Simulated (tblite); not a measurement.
# C6H8BrFSi: the cost of one run

The runs use tblite 0.8.0 and PySCF 2.14.0, with density-fitted response routines of our own; the level of theory stands in each step. All values are computed, except where a source is named. Atoms count from 0, in the outputs and in this text.

### Step 1. The molecule as given

17 atoms, charge 0, multiplicity 1; geometry from: force field or distance geometry start.

Bonds of the start (Å): C0–C1 1.33, C1–C2 1.49, C1–Si3 1.85, Si3–F4 1.70, Si3–Br5 2.26, Si3–C6 1.83, C6–C7 1.22, C7–C8 1.47, C0–H9 1.10, C0–H10 1.09, C2–H11 1.10, C2–H12 1.12, C2–H13 1.12, C8–H14 1.13, C8–H15 1.10, C8–H16 1.12.

### Step 2. Optimising the geometry with GFN2-xTB

What the job is given:

```
{"job": {"kind": "relax", "xc": "GFN2-xTB", "basis": "xTB"}, "charge": 0, "multiplicity": 1}
C     -2.438300     0.740700    -0.911100
C     -1.692300     0.111300    -0.005800
C     -1.822100    -1.364300     0.191700
Si    -0.506600     1.146000     0.961800
F     -0.967400     1.203300     2.596800
Br    -0.630600     3.276000     0.207300
C      1.186800     0.487200     0.783800
C      2.314500     0.045700     0.662300
C      3.671900    -0.500400     0.525200
H     -2.320400     1.832100    -1.018600
H     -3.169700     0.205300    -1.521400
H     -0.873200    -1.877200     0.422800
H     -2.268900    -1.862600    -0.704600
H     -2.571000    -1.569100     0.994500
H      4.376000     0.320800     0.202200
H      3.651200    -1.288000    -0.248400
H      4.053100    -0.894700     1.501000
```

Run with:

```sh
$ OMP_NUM_THREADS=1 python probes_run.py task.json out
```

This one command runs all jobs of the session in turn.

**Question.** How long does this first job take on 1 thread of Arm Neoverse N1, shared host, and how much memory does it need?

About 1.3 s, with a peak of 0.18 GiB.
